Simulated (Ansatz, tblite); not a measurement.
# Si(CCH)Cl3 (C₂HCl₃Si): a ladder of methods and basis sets

The task here is to estimate one member of a computed series from the others.

The runs use Ansatz 0.2.0, Gaussian basis; as each input shows.

The runs, in order: GFN1-xTB, GFN2-xTB, PBE-D4/def2-TZVP, r2SCAN-D4/def2-TZVP, BLYP-D4/def2-TZVP, B3LYP-D4/def2-TZVP, BHLYP-D4/def2-TZVP, PBE-D4/def2-SVP, PBE0-D4/def2-SVP, HF/STO-3G, HF/6-31G, B3LYP-D4/6-31G, PBE0-D4/def2-TZVPD, PBE-D4/def2-TZVPD, BLYP-D4/def2-TZVPD, CCSD(T)/def2-TZVPP, MP2/def2-TZVP, RPA/def2-TZVP.

2 further runs of the same task are left out: 2 set aside as unsound or not needed. Runs told in other sessions of the task aren't counted.

### The geometry

The geometry is that of the singlet, from an earlier relaxation (r2SCAN-D4/def2-SVP).

7 atoms, charge 0, spin multiplicity 1.

Bond lengths: Si1–C2 1.807 Å, Si1–Cl5 2.047 Å, Si1–Cl6 2.047 Å, Si1–Cl7 2.047 Å, C2–C3 1.220 Å, C3–H4 1.076 Å. Angles: C2–Si1–Cl5 109.8°, C2–Si1–Cl6 109.9°, C2–Si1–Cl7 109.8°, Cl5–Si1–Cl6 109.1°, Cl5–Si1–Cl7 109.1°, Cl6–Si1–Cl7 109.2°, Si1–C2–C3 179.6°, C2–C3–H4 179.8°.

PBE0-D4/def2-TZVP was run before; its log isn't repeated, and its numbers join the tables.

The first run:

Tight binding, by tblite at 300 K electronic temperature and without a spin-polarisation term:

```python
tblite.interface.Calculator('GFN1-xTB', numbers, positions, charge=0, uhf=0).singlepoint()
```

Tight binding, by tblite at 300 K electronic temperature and without a spin-polarisation term:

```python
tblite.interface.Calculator('GFN2-xTB', numbers, positions, charge=0, uhf=0).singlepoint()
```

start.molden holds the orbitals of an earlier run on this state, given as this run's starting guess.

The input, in.yaml:

```yaml
crystal:
  periodic: [false, false, false]
  atoms:
    - {symbol: Si, position_ang: [0.000403, 0.003830, -0.978987]}
    - {symbol: C, position_ang: [0.001751, 0.000974, 0.827925]}
    - {symbol: C, position_ang: [-0.001647, -0.007422, 2.047893]}
    - {symbol: H, position_ang: [-0.001902, -0.011474, 3.124341]}
    - {symbol: Cl, position_ang: [1.925633, 0.008550, -1.675157]}
    - {symbol: Cl, position_ang: [-0.965427, 1.671171, -1.670947]}
    - {symbol: Cl, position_ang: [-0.958811, -1.665640, -1.675058]}
basis:
  gaussian: {orbitals: def2-TZVP, initial_orbitals: start.molden}
hamiltonian: {xc: pbe, dispersion: d4}
scf: {omitted_lower_state_checks: [starts]}
output: {forces: true, orbitals: {seedname: orbitals}}
```

On the command line:

```sh
ansatz run in.yaml --threads 4 --pin off --events-out ev --progress --plain --max-ram 4787MiB
```

Steps of the session up to this table: PBE-D4/def2-TZVP; r2SCAN-D4/def2-TZVP; BLYP-D4/def2-TZVP; B3LYP-D4/def2-TZVP; BHLYP-D4/def2-TZVP; PBE-D4/def2-SVP; PBE0-D4/def2-SVP; HF/STO-3G; HF/6-31G; B3LYP-D4/6-31G; PBE0-D4/def2-TZVPD; PBE-D4/def2-TZVPD; BLYP-D4/def2-TZVPD; CCSD(T)/def2-TZVPP; MP2/def2-TZVP; RPA/def2-TZVP.

One of the session's tables, all rows but one given; the rest of the session is left out.

It belongs to the step «Levels side by side». 

```
              level  HOMO (eV)  gap (eV)
          HF/STO-3G     -10.39     16.49
           HF/6-31G     -12.15     14.53
    PBE-D4/def2-SVP      -7.51      5.76
   PBE-D4/def2-TZVP      -7.64      5.66
  PBE-D4/def2-TZVPD          ?         ?
  BLYP-D4/def2-TZVP      -7.45      5.65
 BLYP-D4/def2-TZVPD      -7.49      5.61
r2SCAN-D4/def2-TZVP      -7.92      6.15
     B3LYP-D4/6-31G      -8.90      7.61
 B3LYP-D4/def2-TZVP      -8.63      7.40
   PBE0-D4/def2-SVP      -8.87      7.98
  PBE0-D4/def2-TZVP      -8.91      7.84
 PBE0-D4/def2-TZVPD      -8.94      7.79
 BHLYP-D4/def2-TZVP      -9.98     10.00
```

**Question.** Estimate the row for PBE-D4/def2-TZVPD.

The run gave: HOMO (eV): -7.68; gap (eV): 5.62. In the column «HOMO (eV)» it lies between r2SCAN-D4/def2-TZVP (-7.92) and PBE-D4/def2-TZVP (-7.64).
